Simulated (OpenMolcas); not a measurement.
**Re³⁺ among point charges: CASSCF and CASPT2 levels and susceptibility**

Aim: the splitting of the states of Re³⁺ in the field of 6 point charges, its lowest levels with spin-orbit coupling and its magnetic susceptibility.

Method: state-averaged CASSCF and CASPT2, spin-orbit coupling by RASSI with atomic mean-field integrals. Code: OpenMolcas 26.06.

## (1) What is computed

- Species: Re³⁺ (rhenium, Z = 75, 72 electrons)
- Basis: ANO-RCC-VDZP [7s6p4d2f1g], 68 functions
- Scalar Hamiltonian: DKH2, point nucleus
- Inactive shells: 1s 2s 2p 3s 3p 3d 4s 4p 4d 4f 5s 5p
- Active space: 4 electrons in 5 orbitals (5d)
- Some configurations of this space: 5d4
- Orbitals: optimised for each spin and parity, averaged over all roots

The outer shells:

5d4
```
5d [↑ ][↑ ][↑ ][↑ ][  ]
```

The ion sits among 6 point charges of -1.5 e arranged as a tetragonal octahedron (D4h), 2.01 Å from the ion, with the axial distance 2.352 Å.

Each step is its own input file, run in one work folder so that later steps find the files of earlier ones. Labels, J, g values, rates, χT and fits are worked out afterwards by a script from the matrices that RASSI stores. The input lists half of the charges; inversion (Group=XYZ) makes the rest.

## (2) Basis and integrals

The input, a.inp:

```
&GATEWAY
Coord
1

Re 0.0 0.0 0.0
Basis=ANO-RCC-VDZP
Group=XYZ
NoMove
AngMom=0.0 0.0 0.0
AMFI
XField
3 Angstrom 0
2.010000 0.000000 0.000000 -1.500000
0.000000 2.010000 0.000000 -1.500000
0.000000 0.000000 2.351700 -1.500000
&SEWARD
```

Started as:

```sh
OMP_NUM_THREADS=1 MOLCAS_MEM=1689 MOLCAS_PROJECT=a pymolcas a.inp > a.log
```

## (3) Reference wave functions, quintets of even parity, 5 roots

The input, a.inp:

```
&RASSCF
FileOrb=start.orb
Symmetry=1
Spin=5
nActEl=4 0 0
Inactive=15 19
Ras2=5 0
CIRoot=5 5 1
SDav=5
CIMx=300
Iter=120 100
PrWF=0.3
OrbListing=Nothing
MaxOrb=0
>>> COPY $Project.JobIph JOB001
```

start.orb holds the contracted functions of the basis, ordered by shell, or the orbitals of the step before.

## (4) Reference wave functions, triplets of even parity, 45 roots

The input, a.inp:

```
&RASSCF
FileOrb=start.orb
Symmetry=1
Spin=3
nActEl=4 0 0
Inactive=15 19
Ras2=5 0
CIRoot=45 45 1
SDav=45
CIMx=300
Iter=120 100
PrWF=0.3
OrbListing=Nothing
MaxOrb=0
>>> COPY $Project.JobIph JOB002
```

## (5) Reference wave functions, singlets of even parity, 50 roots

The input, a.inp:

```
&RASSCF
FileOrb=start.orb
Symmetry=1
Spin=1
nActEl=4 0 0
Inactive=15 19
Ras2=5 0
CIRoot=50 50 1
SDav=50
CIMx=300
Iter=120 100
PrWF=0.3
OrbListing=Nothing
MaxOrb=0
>>> COPY $Project.JobIph JOB003
```

## (6) RASSI: spin-orbit coupling between the states

The input, a.inp:

```
&RASSI
NrOfJobIphs=3 5 45 50
1 2 3 4 5
1 2 3 4 5 6 7 8 9 10 11 12 13 14 15 16 17 18 19 20 21 22 23 24 25 26 27
28 29 30 31 32 33 34 35 36 37 38 39 40 41 42 43 44 45
1 2 3 4 5 6 7 8 9 10 11 12 13 14 15 16 17 18 19 20 21 22 23 24 25 26 27
28 29 30 31 32 33 34 35 36 37 38 39 40 41 42 43 44 45 46 47 48 49 50
IphNames
JOB001
JOB002
JOB003
EJob
SpinOrbit
DIPRint=1.0
SOCoupling=1000.0
Subsets=2
Property=9
'ANGMOM' 1 'ANGMOM' 2 'ANGMOM' 3 'MLTPL  1' 1 'MLTPL  1' 2 'MLTPL  1' 3
'AMFI' 1 'AMFI' 2 'AMFI' 3
SOProperty=3
'ANGMOM' 1 'ANGMOM' 2 'ANGMOM' 3
```

## (7) CASPT2: IPEA 0.25, imaginary shift 0.1 (closed shells correlated: 5s 5p)

The input, a.inp:

```
>>> COPY JOB001 $Project.JobIph
&CASPT2
Multistate=5 1 2 3 4 5
NoMult
Frozen=14 16
IPEA=0.25
Imaginary=0.1
MaxIter=60
WThr=0.0 0.3 0.05
PrWF=0.5
NoMix
>>> COPY JOB002 $Project.JobIph
&CASPT2
Multistate=45 1 2 3 4 5 6 7 8 9 10 11 12 13 14 15 16 17 18 19 20 21 22
23 24 25 26 27 28 29 30 31 32 33 34 35 36 37 38 39 40 41 42 43 44 45
NoMult
Frozen=14 16
IPEA=0.25
Imaginary=0.1
MaxIter=60
WThr=0.0 0.3 0.05
PrWF=0.5
NoMix
>>> COPY JOB003 $Project.JobIph
&CASPT2
Multistate=50 1 2 3 4 5 6 7 8 9 10 11 12 13 14 15 16 17 18 19 20 21 22
23 24 25 26 27 28 29 30 31 32 33 34 35 36 37 38 39 40 41 42 43 44 45 46
47 48 49 50
NoMult
Frozen=14 16
IPEA=0.25
Imaginary=0.1
MaxIter=60
WThr=0.0 0.3 0.05
PrWF=0.5
NoMix
```

(Steps that only read results are left out.)

**Question.** What will these runs give? Wanted: spin-free ground state; first state of the same spin within the active space; lowest level; next level.

As calculated:

```
                                            quantity                                                                        value
                                              method  SS-CASPT2, IPEA 0.25, imaginary shift 0.1 (closed shells correlated: 5s 5p)
                              spin-free ground state                                              5B1, 1-fold in its orbital part
first state of the same spin within the active space                                                            5A1 at 10400 cm⁻¹
                                        lowest level                                                                    1-fold A1
                                          next level                                                                  1166.5 cm⁻¹
                                         χT at 300 K                                                               0.39 cm³ K/mol
                           effective moment at 300 K                                                                      1.78 μB
```

Cost by method:

| method | time of its own steps | time with the reference |
| --- | --- | --- |
| A. CASSCF | 28 s | 28 s |
| B. SS-CASPT2, IPEA 0.25, imaginary shift 0.1, +5s 5p | 12 s | 39 s |

Times are of one thread on a shared host.

The spin-free ground state (5B1) comes to 100 % from free-ion D terms and keeps the highest spin of the shell. χT at 300 K is 0.39, against 3.01 cm³ K/mol for the spin alone, so spin-orbit coupling lowers it. An active space of the d shell alone favours high spin; real ions in strong fields can be low spin. The field of point charges can differ much from that of real complexes. With metal d orbitals alone active, the gaps between spin states are rough; where two lie within a few thousand cm-1, their order is open. Point charges carry no covalency, so the field is a model and not that of real ligands.
